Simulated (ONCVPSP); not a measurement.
**Pseudopotential generation for chlorine: ONCV, PBEsol**

Do these settings give a usable potential? It is generated, then checked for transferability, scattering, ghosts and hardness.

Method: ONCVPSP 4.0.1, PBEsol, scalar-relativistic.

## Step 1: The atom and the settings

The settings as typed:

| Item | Value |
| --- | --- |
| element | chlorine (Cl, Z = 17) |
| type | optimised norm-conserving Vanderbilt (ONCV) |
| frozen core | [Ne] |
| valence charge | 7 |
| reference configuration | 3s2 3p5 |
| partial waves | 3s: rc 1.10 bohr, ncon 3, nbas 6, qcut 6.4 1/bohr, 2 projectors, debl 1.1 Ha; 3p: rc 1.00 bohr, ncon 5, nbas 9, qcut 7 1/bohr, 2 projectors, debl 1.8 Ha |
| local potential | polynomial inside 0.90 bohr (lpopt 5, dvloc0 -1 Ha) |
| core correction | Teter function, fcfact 3.75, rcfact 1.7 |

The outer shells as boxes (Hund's rule for the drawing; the calculation is spin-unpolarised):

```
[Ne] core
3s [↑↓]
3p [↑↓][↑↓][↑ ]
```

An earlier all-electron run gives the scale for the radii.

All-electron outer shells of the reference configuration (PBEsol, scalar-relativistic, ld1.x):

| shell | level (eV) | outermost node (bohr) | outermost maximum (bohr) |
| --- | --- | --- | --- |
| 2s | -252.19 | 0.12 | 0.36 |
| 2p | -191.42 | – | 0.30 |
| 3s | -20.62 | 0.56 | 1.27 |
| 3p | -8.56 | 0.53 | 1.43 |

## Step 2: Generating the potential

Contents of Cl.dat:

```
# ATOM AND REFERENCE CONFIGURATION
# atsym  z   nc   nv     iexc    psfile
  Cl 17.00    3    2  -116133      upf
#
#   n    l    f
    1    0    2.00
    2    0    2.00
    2    1    6.00
    3    0    2.00
    3    1    5.00
#
# PSEUDOPOTENTIAL AND OPTIMIZATION
# lmax
    1
#
#   l,   rc,      ep,       ncon, nbas, qcut
    0    1.10    0.00    3    6    6.40
    1    1.00    0.00    5    9    7.00
#
# LOCAL POTENTIAL
# lloc, lpopt,  rc(5),   dvloc0
    4    5    0.90   -1.00
#
# VANDERBILT-KLEINMAN-BYLANDER PROJECTORs
# l, nproj, debl
    0    2    1.10
    1    2    1.80
#
# MODEL CORE CHARGE
# icmod, fcfact, rcfact
    3    3.75    1.70
#
# LOG DERIVATIVE ANALYSIS
# epsh1, epsh2, depsh
   -2.00    5.00    0.02
#
# OUTPUT GRID
# rlmax, drl
    6.00    0.01
#
# TEST CONFIGURATIONS
# ncnf
    4
# nvcnf
#   n    l    f
    2
    3    0    2.00
    3    1    4.00
#
    2
    3    0    2.00
    3    1    3.00
#
    2
    3    0    2.00
    3    1    2.00
#
    2
    3    0    1.00
    3    1    5.00
#
```

The run is started by

```console
oncvpsp.x < Cl.dat > Cl.out
```

What does the calculation give? Wanted: cutoffs for 1 and 0.1 mHa per electron, occupied waves; bound ghosts; GHOST(+) flags; largest test error; largest phase difference near zero energy, channels read; rms error of d²Exc/dn², without and with the model core.

**Answer**, as computed:

```
                                                quantity                             value
  cutoffs for 1 and 0.1 mHa per electron, occupied waves                 239 Ha and 272 Ha
                                            bound ghosts  s at -207.60 eV, p at -152.73 eV
                                          GHOST(+) flags                      p at 4955 eV
                            largest test error (AE − PS)              -13 meV, for 3s2 3p2
largest phase difference near zero energy, channels read                         0.000 rad
 rms error of d²Exc/dn², without and with the model core                 1.94 and 2.65 mHa
```

**Reading.** It has a bound ghost (s, p), a state that the atom doesn't have, and that rules the file out. By total energies transferability is good: the largest error is 13 meV on 77.5 eV, for 3s2 3p2. Atomic tests can pass in spite of a ghost, since they solve only for the levels asked. The potential is very hard: the looser tolerance needs 239 Ha. At the looser tolerance the 3p wave is the slowest; 3s needs 16 Ha. Near zero energy the phases of the channels with partial waves agree within 0.001 rad. The program also flags highly localised states, GHOST(+) (p).
